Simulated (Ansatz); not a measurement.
**Y (fcc type): how the settings move a single-point run**

How sensitive is a single-point run of Y (fcc type) to its settings? A reference run comes first, then one run with altered input.

Program: Ansatz 0.2.0. Level of theory: reference: DFT, LDA, all-electron LAPW, scalar-relativistic. These are calculated values, not measurements.

**1. The system as given**

The structure is cubic, space group Fm-3m (No. 225). Conventional cell: a = 4.700 Å, b = 4.700 Å, c = 4.700 Å, α = 90.00°, β = 90.00°, γ = 90.00°. Y (site symmetry m-3m) is surrounded by 12 Y at 3.32 Å.

Coordinates:

```xyz
1
Lattice="0.0000 2.3501 2.3501 2.3501 0.0000 2.3501 2.3501 2.3501 0.0000" Properties=species:S:1:pos:R:3 pbc="T T T"
Y     0.0000    0.0000    0.0000
```

**2. Reference**

Contents of input.yaml:

```yaml
crystal:
  lattice:
    - [0.0, 2.350063646, 2.350063646]
    - [2.350063646, 0.0, 2.350063646]
    - [2.350063646, 2.350063646, 0.0]
  atoms:
    - { symbol: "Y", position: [0.0, 0.0, 0.0] }
kpoints:
  mp_grid: { grid: [13, 13, 13] }
  band_path:
    path:
      - [0.0, 0.0, 0.0]
      - [0.5, 0.0, 0.5]
      - [0.625, 0.25, 0.625]
      - [0.375, 0.375, 0.75]
      - [0.0, 0.0, 0.0]
      - [0.5, 0.5, 0.5]
      - [0.5, 0.25, 0.75]
      - [0.5, 0.0, 0.5]
    npoints: 8
scf:
  occupations: { method: fermi_dirac, width: 0.08 }
hamiltonian:
  xc: lda
  pseudopotentials: { kind: all_electron, lapw: { basis_error: 0.001 } }
output:
  forces: true
  stress: true
  eigenvalues: true
  populations: true
  dos: { projected: true, de: 0.2, e_range: [-14, 8] }
```

The run is started by

```sh
ansatz run input.yaml --threads 1 --pin off --max-ram 2048MiB --backend cpu --events-out ev --progress --plain --runs-dir out
```

**3. A further run, with the input changed**

input.yaml: that of step 2 with these lines changed.

```diff
@@ -8,3 +8,3 @@
 kpoints:
-  mp_grid: { grid: [13, 13, 13] }
+  mp_grid: { grid: [20, 20, 20] }
   band_path:
@@ -22,2 +22,4 @@
   occupations: { method: fermi_dirac, width: 0.08 }
+  convergence: { dr2_threshold: 0.0001 }
+  lower_state_search: standard
 hamiltonian:
@@ -30,2 +32 @@
   populations: true
-  dos: { projected: true, de: 0.2, e_range: [-14, 8] }
```

(Steps that only read results are left out.)

Q: Predict the outcome of this session. Wanted: for each run, ending; energy change; pressure; gap; force.

The runs gave:

```
                                                                            run     ending  energy change  pressure (GPa)  gap (eV)  force (eV/Å)  cycles   time
                                                                      reference  converged              0             7.1      0.00          0.00       5  6.4 s
1: mp_grid.grid [20, 20, 20], dr2_threshold 0.0001, lower_state_search standard  converged  -0.5 meV/atom             7.1      0.00          0.00       5   15 s
```

Times don't compare one to one where runs were asked for different outputs or read a saved state (see the inputs); cycles may leave out searches for a lower state.

Residual by cycle in the longest SCF loop of each run; runs are numbered as in the table. The quantity is the density residual dr2, in eV.

```
cycle  reference    run 1
    1     0.0113   0.0112
    2    0.00438  0.00437
    3     5.3e-4   5.3e-4
    4     5.4e-6   5.3e-6
    5     4.2e-8   4.3e-8
```

Changing the k-point mesh, convergence setting and search for lower states moves the energy by -0.5 meV/atom.
